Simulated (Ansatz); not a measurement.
# FGeH: the cost of one run

All numbers below are computed with Ansatz 0.2.0 (UKS PBE-D4/def2-SVP).

### 1 The starting structure

Bond lengths: F1–Ge2 1.773 Å, Ge2–H3 1.536 Å. Angles: F1–Ge2–H3 108.4°.

As a file:

```xyz
3

F     0.6700    1.1407    0.4820
Ge   -0.5644    0.1308   -0.2918
H    -0.1166   -1.3363   -0.2035
```

### 2 Relaxing the start

File input.yaml:

```yaml
crystal:
  periodic: [false, false, false]
  atoms:
    - { symbol: F, position_ang: [0.67, 1.1407, 0.482] }
    - { symbol: Ge, position_ang: [-0.5644, 0.1308, -0.2918] }
    - { symbol: H, position_ang: [-0.1166, -1.3363, -0.2035] }
magnetization:
  spin_polarized: true
basis:
  gaussian: { orbitals: def2-SVP }
hamiltonian:
  xc: pbe
  dispersion: d4
relax:
  f_tol: 0.02
  max_steps: 40
output:
  orbitals: {}
```

Started as:

```
> ansatz run input.yaml --threads 1 --pin off --max-ram 2048MiB --backend cpu --events-out ev --progress --plain --runs-dir out
```

**Question.** How long does this run take on 1 thread of an Arm CPU, shared host, and how much memory does it need?

About 7.2 s, with a peak of 0.11 GiB.
